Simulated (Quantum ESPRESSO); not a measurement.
# GaF (F-43m) in Quantum ESPRESSO: a series of runs

Aim: see how the results for GaF move with the level of theory and the settings. Levels: PBE, PBE+D2. Tasks: phonons.

All numbers are computed with Quantum ESPRESSO 7.5; they aren't measurements. Logs are shortened: lines on timing, memory, paths and dates and some standing lists are left out, and cuts for length are marked.

## Step 1: The structure

Symmetry: F-43m, No. 216, cubic system. Conventional cell: a = 5.692 Å, b = 5.692 Å, c = 5.692 Å, α = 90.00°, β = 90.00°, γ = 90.00°. Ga (site symmetry -43m) is surrounded by 4 F at 2.46 Å. Around F (site symmetry -43m) lie 4 Ga at 2.46 Å.

The cell was built by a generator and needn't be a form met in nature.

## Step 2: Phonons, PBE

pw.in reads:

```
&CONTROL
  calculation = 'scf'
  prefix = 'pwscf'
  outdir = './tmp'
  pseudo_dir = './pseudo'
  tprnfor = .true.
  tstress = .true.
  disk_io = 'low'
/
&SYSTEM
  ibrav = 0
  nat = 2
  ntyp = 2
  ecutwfc = 52
  ecutrho = 312
  nbnd = 16
  occupations = 'smearing'
  smearing = 'fd'
  degauss = 0.00367493
/
&ELECTRONS
  conv_thr = 4d-10
  electron_maxstep = 120
  mixing_beta = 0.5
/
ATOMIC_SPECIES
Ga    69.7230 Ga.GGA_PBE-JTH.UPF
F     18.9984 F.GGA_PBE-JTH.UPF
CELL_PARAMETERS angstrom
   0.0000000000    2.8462400000    2.8462400000
   2.8462400000    0.0000000000    2.8462400000
   2.8462400000    2.8462400000    0.0000000000
ATOMIC_POSITIONS crystal
Ga     0.2500000000    0.2500000000    0.2500000000
F      0.0000000000    0.0000000000    0.0000000000
K_POINTS automatic
6 6 6 1 1 1
```

relax.in reads:

```
&CONTROL
  calculation = 'vc-relax'
  prefix = 'pwscf'
  outdir = './tmp'
  pseudo_dir = './pseudo'
  tprnfor = .true.
  tstress = .true.
  disk_io = 'low'
  nstep = 40
  forc_conv_thr = 0.0001
  etot_conv_thr = 1d-06
/
&SYSTEM
  ibrav = 0
  nat = 2
  ntyp = 2
  ecutwfc = 52
  ecutrho = 312
  nbnd = 16
  occupations = 'smearing'
  smearing = 'fd'
  degauss = 0.00367493
/
&ELECTRONS
  conv_thr = 4d-10
  electron_maxstep = 120
  mixing_beta = 0.5
/
&IONS
  ion_dynamics = 'bfgs'
/
&CELL
  cell_dynamics = 'bfgs'
  press = 0
  press_conv_thr = 0.2
/
ATOMIC_SPECIES
Ga    69.7230 Ga.GGA_PBE-JTH.UPF
F     18.9984 F.GGA_PBE-JTH.UPF
CELL_PARAMETERS angstrom
   0.0000000000    2.8462400000    2.8462400000
   2.8462400000    0.0000000000    2.8462400000
   2.8462400000    2.8462400000    0.0000000000
ATOMIC_POSITIONS crystal
Ga     0.2500000000    0.2500000000    0.2500000000
F      0.0000000000    0.0000000000    0.0000000000
K_POINTS automatic
6 6 6 1 1 1
```

gamma.in reads:

```
&CONTROL
  calculation = 'bands'
  prefix = 'pwscf'
  outdir = './tmp'
  pseudo_dir = './pseudo'
  disk_io = 'low'
  verbosity = 'high'
/
&SYSTEM
  ibrav = 0
  nat = 2
  ntyp = 2
  ecutwfc = 52
  ecutrho = 312
  nbnd = 16
  occupations = 'smearing'
  smearing = 'fd'
  degauss = 0.00367493
/
&ELECTRONS
  conv_thr = 1d-08
  electron_maxstep = 120
  mixing_beta = 0.5
  diago_full_acc = .true.
  startingwfc = 'random'
/
ATOMIC_SPECIES
Ga    69.7230 Ga.GGA_PBE-JTH.UPF
F     18.9984 F.GGA_PBE-JTH.UPF
CELL_PARAMETERS angstrom
   0.0000000000    2.8319442810    2.8319442810
   2.8319442810    0.0000000000    2.8319442810
   2.8319442810    2.8319442810    0.0000000000
ATOMIC_POSITIONS crystal
Ga     0.2500000000    0.2500000000    0.2500000000
F      0.0000000000    0.0000000000    0.0000000000
K_POINTS crystal
1
0.0 0.0 0.0 1
```

scf2.in reads:

```
&CONTROL
  calculation = 'scf'
  prefix = 'pwscf'
  outdir = './tmp'
  pseudo_dir = './pseudo'
  tprnfor = .true.
  tstress = .true.
  disk_io = 'low'
/
&SYSTEM
  ibrav = 0
  nat = 2
  ntyp = 2
  ecutwfc = 52
  ecutrho = 312
  nbnd = 16
  occupations = 'fixed'
/
&ELECTRONS
  conv_thr = 1d-13
  electron_maxstep = 120
  mixing_beta = 0.5
  startingpot = 'file'
/
ATOMIC_SPECIES
Ga    69.7230 Ga.GGA_PBE-JTH.UPF
F     18.9984 F.GGA_PBE-JTH.UPF
CELL_PARAMETERS angstrom
   0.0000000000    2.8319442810    2.8319442810
   2.8319442810    0.0000000000    2.8319442810
   2.8319442810    2.8319442810    0.0000000000
ATOMIC_POSITIONS crystal
Ga     0.2500000000    0.2500000000    0.2500000000
F      0.0000000000    0.0000000000    0.0000000000
K_POINTS automatic
6 6 6 1 1 1
```

ph.in reads:

```
phonons of GaF
&INPUTPH
  prefix = 'pwscf'
  outdir = './tmp'
  tr2_ph = 1d-18
  fildyn = 'dyn'
  niter_ph = 90
  alpha_mix(1) = 0.7
  epsil = .true.
/
0.0000000000 0.0000000000 0.0000000000
```

dynmat.in reads:

```
&INPUT
  fildyn = 'dyn'
  asr = 'crystal'
  lperm = .true.
  filout = 'dynmat.disp'
  fileig = 'dynmat.eig'
/
```

dynmat_lo.in reads:

```
&INPUT
  fildyn = 'dyn'
  asr = 'crystal'
  filout = 'dynmat_lo.disp'
  fileig = 'dynmat_lo.eig'
  q(1) = 0
  q(2) = 0
  q(3) = 1
/
```

Potentials or basis: JTH 2.0 PBE.

Started as:

```sh
> OMP_NUM_THREADS=1 pw.x -in pw.in > pw.out
> OMP_NUM_THREADS=1 pw.x -in relax.in > relax.out
> OMP_NUM_THREADS=1 pw.x -in gamma.in > gamma.out
> OMP_NUM_THREADS=1 pw.x -in scf2.in > scf2.out
> OMP_NUM_THREADS=1 ph.x -in ph.in > ph.out
> OMP_NUM_THREADS=1 dynmat.x -in dynmat.in > dynmat.out
> OMP_NUM_THREADS=1 dynmat.x -in dynmat_lo.in > dynmat_lo.out
```

pw.out:

```text
This program is part of the open-source Quantum ESPRESSO suite
     for quantum simulation of materials; please cite
         "P. Giannozzi et al., J. Phys.:Condens. Matter 21 395502 (2009);
         "P. Giannozzi et al., J. Phys.:Condens. Matter 29 465901 (2017);
         "P. Giannozzi et al., J. Chem. Phys. 152 154105 (2020);
     in publications or presentations arising from this work. More details at

     file Ga.GGA_PBE-JTH.UPF: wavefunction(s)  0S 4P 0P 3D 0D renormalized
     file F.GGA_PBE-JTH.UPF: wavefunction(s)  0S 2P 0P renormalized
     Message from routine setup:
     using ibrav=0 with symmetry is DISCOURAGED, use correct ibrav instead

     G-vector sticks info
     --------------------
     sticks:   dense  smooth     PW     G-vecs:    dense   smooth      PW
     Sum        1237     835    253                28811    15665    2733

     Using Slab Decomposition

     bravais-lattice index     =            0
     lattice parameter (alat)  =       7.6065  a.u.
     unit-cell volume          =     311.2011 (a.u.)^3
     number of atoms/cell      =            2
     number of atomic types    =            2
     number of electrons       =        20.00
     number of Kohn-Sham states=           16
     kinetic-energy cutoff     =      52.0000  Ry
     charge density cutoff     =     312.0000  Ry
     scf convergence threshold =      4.0E-10
     mixing beta               =       0.5000
     number of iterations used =            8  plain     mixing
     Exchange-correlation= SLA PW PBX PBC
                           (   1   4   3   4   0   0   0)

     celldm(1)=   7.606509  celldm(2)=   0.000000  celldm(3)=   0.000000
     celldm(4)=   0.000000  celldm(5)=   0.000000  celldm(6)=   0.000000

[... 8 lines left out ...]
               b(3) = (  0.707107  0.707107 -0.707107 )

     PseudoPot. # 1 for Ga read from file:
     Ga.GGA_PBE-JTH.UPF
     Pseudo is Projector augmented-wave + core cor, Zval = 13.0
     Generated using ATOMPAW code
     Shape of augmentation charge: BESSEL
     Using radial grid of 1052 points,  6 beta functions with:
                l(1) =   0
                l(2) =   0
                l(3) =   1
                l(4) =   1
                l(5) =   2
                l(6) =   2
     Q(r) pseudized with 0 coefficients

     PseudoPot. # 2 for F  read from file:
     F.GGA_PBE-JTH.UPF
     Pseudo is Projector augmented-wave + core cor, Zval =  7.0
     Generated using ATOMPAW code
     Shape of augmentation charge: SINC**2
     Using radial grid of  953 points,  4 beta functions with:
                l(1) =   0
                l(2) =   0
                l(3) =   1
                l(4) =   1
     Q(r) pseudized with 0 coefficients

     atomic species   valence    mass     pseudopotential
     Ga               13.00    69.72300     Ga( 1.00)
     F                 7.00    18.99840     F ( 1.00)

     24 Sym. Ops. (no inversion) found

   Cartesian axes

     site n.     atom                  positions (alat units)
         1        Ga     tau(   1) = (   0.3535534   0.3535534   0.3535534  )
         2        F      tau(   2) = (   0.0000000   0.0000000   0.0000000  )

     number of k points=    28  Fermi-Dirac smearing, width (Ry)=  0.0037
                       cart. coord. in units 2pi/alat
        k(    1) = (   0.0589256   0.0589256   0.0589256), wk =   0.0185185
        k(    2) = (   0.1767767   0.1767767  -0.0589256), wk =   0.0555556
        k(    3) = (   0.2946278   0.2946278  -0.1767767), wk =   0.0555556
        k(    4) = (  -0.2946278  -0.2946278   0.4124790), wk =   0.0555556
        k(    5) = (  -0.1767767  -0.1767767   0.2946278), wk =   0.0555556
        k(    6) = (  -0.0589256  -0.0589256   0.1767767), wk =   0.0555556
[... 20 lines left out ...]
        k(   27) = (   0.2946278   0.2946278   0.2946278), wk =   0.0185185
        k(   28) = (  -0.2946278  -0.2946278   0.8838835), wk =   0.0555556

     Dense  grid:    28811 G-vectors     FFT dimensions: (  45,  45,  45)

     Smooth grid:    15665 G-vectors     FFT dimensions: (  36,  36,  36)

     Initial potential from superposition of free atoms

     starting charge      19.9970, renormalised to      20.0000
     Starting wfcs are   26 randomized atomic wfcs

     Self-consistent Calculation

     iteration #  1     ecut=    52.00 Ry     beta= 0.50
     Davidson diagonalization with overlap
     ethr =  1.00E-02,  avg # of iterations =  6.0

     total energy              =    -337.22640209 Ry
     estimated scf accuracy    <       0.28761273 Ry

     iteration #  2     ecut=    52.00 Ry     beta= 0.50
     Davidson diagonalization with overlap
     ethr =  1.44E-03,  avg # of iterations =  2.0
[... 57 lines left out ...]
     total energy              =    -337.33861609 Ry
     estimated scf accuracy    <          2.4E-09 Ry

     iteration # 11     ecut=    52.00 Ry     beta= 0.50
     Davidson diagonalization with overlap
     ethr =  1.18E-11,  avg # of iterations =  2.0

     End of self-consistent calculation

          k = 0.0589 0.0589 0.0589 (  1971 PWs)   bands (ev):

   -19.2031 -10.8442 -10.8442 -10.8427 -10.8236 -10.8236  -1.5476  -0.6616
    -0.6616  -0.3888   8.6758   9.1298   9.1298  12.9901  15.9579  15.9597

          k = 0.1768 0.1768-0.0589 (  1969 PWs)   bands (ev):

   -19.1896 -10.8407 -10.8396 -10.8313 -10.8243 -10.8213  -2.0125  -0.7685
    -0.6885   0.3828   7.3882   8.8562   9.2024  13.9780  14.9502  15.0219

          k = 0.2946 0.2946-0.1768 (  1972 PWs)   bands (ev):

   -19.1689 -10.8384 -10.8378 -10.8197 -10.8183 -10.8092  -2.4086  -0.8638
    -0.7648   1.3134   5.9303   8.6805   9.1293  13.5637  14.8633  14.8746

          k =-0.2946-0.2946 0.4125 (  1974 PWs)   bands (ev):

   -19.1617 -10.8389 -10.8376 -10.8172 -10.8152 -10.8022  -2.5154  -0.8705
    -0.8141   1.6524   5.4556   8.7074   9.0165  13.3614  14.5013  15.2065

          k =-0.1768-0.1768 0.2946 (  1971 PWs)   bands (ev):
[... 6 lines left out ...]
   -19.1959 -10.8418 -10.8408 -10.8375 -10.8247 -10.8223  -1.8331  -0.7130
    -0.7045   0.0795   7.9514   9.0403   9.0662  13.7223  14.4296  16.4142

          k = 0.2946 0.0589 0.0589 (  1977 PWs)   bands (ev):

   -19.1834 -10.8368 -10.8349 -10.8309 -10.8250 -10.8200  -2.1069  -0.8044
    -0.8016   0.7249   7.0802   8.8631   8.9180  12.8001  14.6960  17.1377

          k = 0.4125 0.1768-0.0589 (  1971 PWs)   bands (ev):

   -19.1665 -10.8348 -10.8317 -10.8259 -10.8179 -10.8096  -2.3369  -0.9947
    -0.8659   1.5423   6.1705   8.1966   8.8787  12.3553  15.0119  16.4445

          k =-0.1768-0.4125 0.5303 (  1972 PWs)   bands (ev):

   -19.1557 -10.8371 -10.8305 -10.8216 -10.8162 -10.7962  -2.4285  -1.1488
    -0.9020   2.1150   5.7253   7.5460   8.8237  12.6801  15.0888  16.0981

          k =-0.0589-0.2946 0.4125 (  1971 PWs)   bands (ev):

   -19.1619 -10.8367 -10.8316 -10.8231 -10.8190 -10.8015  -2.3771  -1.1150
    -0.8329   1.7770   6.0927   7.5931   8.9913  13.1505  14.9825  15.7544

          k = 0.0589-0.1768 0.2946 (  1967 PWs)   bands (ev):

   -19.1788 -10.8378 -10.8362 -10.8265 -10.8223 -10.8173  -2.2059  -0.8719
    -0.7528   0.9170   6.7545   8.5429   9.1065  13.4188  14.7109  15.8796

          k = 0.5303 0.0589 0.0589 (  1981 PWs)   bands (ev):

   -19.1569 -10.8353 -10.8231 -10.8214 -10.8156 -10.8093  -2.4088  -1.0282
    -0.9909   2.0644   5.5145   8.4819   8.7534  10.8961  14.1976  18.7691

          k =-0.0589-0.5303 0.6482 (  1979 PWs)   bands (ev):

   -19.1497 -10.8353 -10.8257 -10.8185 -10.8155 -10.7975  -2.4175  -1.1728
    -1.0440   2.5240   5.3488   7.7640   8.5091  11.2745  14.6701  17.6859

          k = 0.0589-0.4125 0.5303 (  1964 PWs)   bands (ev):

   -19.1522 -10.8361 -10.8270 -10.8214 -10.8181 -10.7931  -2.3847  -1.2763
    -0.9440   2.3575   5.9604   6.9184   8.7303  12.3226  15.5558  16.2749

          k = 0.1768-0.2946 0.4125 (  1967 PWs)   bands (ev):

   -19.1618 -10.8380 -10.8349 -10.8204 -10.8163 -10.8019  -2.4511  -0.9856
    -0.8280   1.7177   5.7085   8.2093   8.9911  13.3096  14.5849  15.5336

          k =-0.6482 0.0589 0.0589 (  1985 PWs)   bands (ev):

   -19.1498 -10.8369 -10.8196 -10.8173 -10.8149 -10.8043  -2.4559  -1.0896
    -1.0413   2.5166   5.0313   8.3943   8.7263  10.5193  13.8849  19.4420

          k =-0.5303 0.1768-0.0589 (  1968 PWs)   bands (ev):

   -19.1558 -10.8345 -10.8284 -10.8218 -10.8160 -10.8019  -2.3993  -1.1054
    -0.9767   2.1321   5.6733   7.9127   8.6543  11.6315  14.8534  17.0521

          k =-0.4125 0.0589 0.0589 (  1983 PWs)   bands (ev):

   -19.1692 -10.8334 -10.8284 -10.8278 -10.8176 -10.8176  -2.2986  -0.9235
    -0.9033   1.4163   6.2405   8.6478   8.8158  11.6588  14.6491  17.9508

          k = 0.1768 0.1768 0.1768 (  1973 PWs)   bands (ev):

   -19.1843 -10.8398 -10.8398 -10.8255 -10.8217 -10.8217  -2.1544  -0.7253
    -0.7253   0.5961   6.8617   9.1141   9.1141  13.5824  15.2946  15.2946

          k = 0.2946 0.2946 0.0589 (  1971 PWs)   bands (ev):
[... 21 lines left out ...]
   -19.1541 -10.8352 -10.8295 -10.8213 -10.8175 -10.7957  -2.3872  -1.2075
    -0.9582   2.2401   5.9203   7.2500   8.5969  12.5231  15.3583  15.9962

          k =-0.0589-0.2946 0.6482 (  1962 PWs)   bands (ev):

   -19.1497 -10.8339 -10.8292 -10.8199 -10.8159 -10.7928  -2.3756  -1.2400
    -1.0655   2.5310   5.8523   7.0884   8.2526  12.2329  15.6015  16.2182

          k =-0.7660 0.1768 0.1768 (  1960 PWs)   bands (ev):

   -19.1506 -10.8359 -10.8242 -10.8223 -10.8167 -10.7944  -2.3994  -1.2620
    -0.9668   2.4606   5.6099   7.2231   8.8292  11.5411  15.2553  17.2199

          k = 0.2946 0.2946 0.2946 (  1955 PWs)   bands (ev):

   -19.1655 -10.8390 -10.8390 -10.8163 -10.8163 -10.8068  -2.4962  -0.7866
    -0.7866   1.4218   5.5719   9.0595   9.0595  13.1733  15.0165  15.0166

          k =-0.2946-0.2946 0.8839 (  1982 PWs)   bands (ev):

   -19.1585 -10.8381 -10.8337 -10.8193 -10.8169 -10.7980  -2.4628  -1.0637
    -0.8395   1.9127   5.6261   7.9011   9.0084  13.1298  14.9186  15.4211

     the Fermi energy is     3.8362 ev

!    total energy              =    -337.33861609 Ry
     total all-electron energy =      -337.338616 Ry
     estimated scf accuracy    <          7.3E-12 Ry
     smearing contrib. (-TS)   =      -0.00000000 Ry
     internal energy E=F+TS    =    -337.33861609 Ry

     The total energy is F=E-TS. E is the sum of the following terms:
     one-electron contribution =    -154.10573330 Ry
     hartree contribution      =      74.70888682 Ry
     xc contribution           =     -27.21759744 Ry
     ewald contribution        =    -106.48210307 Ry
     one-center paw contrib.   =    -124.24206910 Ry

     convergence has been achieved in  11 iterations

     Forces acting on atoms (cartesian axes, Ry/au):

     atom    1 type  1   force =    -0.00000000    0.00000000   -0.00000000
     atom    2 type  2   force =     0.00000000   -0.00000000    0.00000000

     Total force =     0.000000     Total SCF correction =     0.000000

     Computing stress (Cartesian axis) and pressure

          total   stress  (Ry/bohr**3)                   (kbar)     P=       -3.92
  -0.00002666  -0.00000000  -0.00000000           -3.92       -0.00       -0.00
  -0.00000000  -0.00002666  -0.00000000           -0.00       -3.92       -0.00
  -0.00000000  -0.00000000  -0.00002666           -0.00       -0.00       -3.92

=------------------------------------------------------------------------------=
   JOB DONE.
=------------------------------------------------------------------------------=
```

Wall time 8.3 min (1 thread of Arm Neoverse V2, shared host); peak memory 0.16 GiB.

What came out:

* Free energy: -4589.7248 eV
* Relaxed volume: 22.71 Å³/atom
* Relaxed cell: a = 4.005 Å, b = 4.005 Å, c = 4.005 Å, α = 60.00°, β = 60.00°, γ = 60.00°
* Space group after relaxing (to 0.05 Å): F-43m (No. 216)
* Pressure after relaxing: 0.0 GPa
* Electronic dielectric tensor (diagonal): 3.96
* Born charges (mean of the diagonal): Ga +1.50; F -1.50 e
* Highest phonon frequency at Γ, LO-TO splitting left out: 69 cm⁻¹
* Static dielectric tensor (diagonal): 37.43

Step by step:
```
step  energy change (eV)  largest force (eV/Å)  pressure (GPa)  volume (Å³)
   1              0.0000                0.0000           -0.39        46.12
   2             -0.0002                0.0000           -0.35        46.02
   3             -0.0005                0.0000           -0.27        45.89
   4             -0.0007                0.0000           -0.15        45.68
   5             -0.0009                0.0000            0.00        45.42
   6             -0.0009                0.0000            0.00        45.42
```

Final structure:
```xyz
2
Lattice="0.0000 2.8319 2.8319 2.8319 0.0000 2.8319 2.8319 2.8319 0.0000" Properties=species:S:1:pos:R:3 pbc="T T T"
Ga    1.4160    1.4160    1.4160
F     0.0000    0.0000    0.0000
```

Phonon frequencies in cm⁻¹ (negative: imaginary):
```csv
q point,frequencies
"(0.000, 0.000, 0.000)",-5 -5 -5 69 69 69
```

Electronic dielectric tensor:
```
3.96 0.00 0.00
0.00 3.96 0.00
0.00 0.00 3.96
```

Born effective charge tensors (e):
atom 1, Ga
```
1.50 0.00 0.00
0.00 1.50 0.00
0.00 0.00 1.50
```
atom 2, F
```
-1.50  0.00  0.00
 0.00 -1.50  0.00
 0.00  0.00 -1.50
```

Optical modes at Γ, degenerate ones joined, polar ones without the macroscopic field:
```csv
cm⁻¹,components,symmetry,active in,"IR intensity, summed ((D/Å)²/amu)"
70,3,T2,IR and Raman,10.42
```

Zone-centre frequencies without and with the macroscopic field along z (cm⁻¹):
|  | optical modes in rising order |
| --- | --- |
| without | 70 70 70 |
| with the field | 70 70 215 |

Static dielectric tensor, electrons and zone-centre modes:
```
37.43  0.00  0.00
 0.00 37.43  0.00
 0.00  0.00 37.43
```

(Continued in part 2 of 2.)
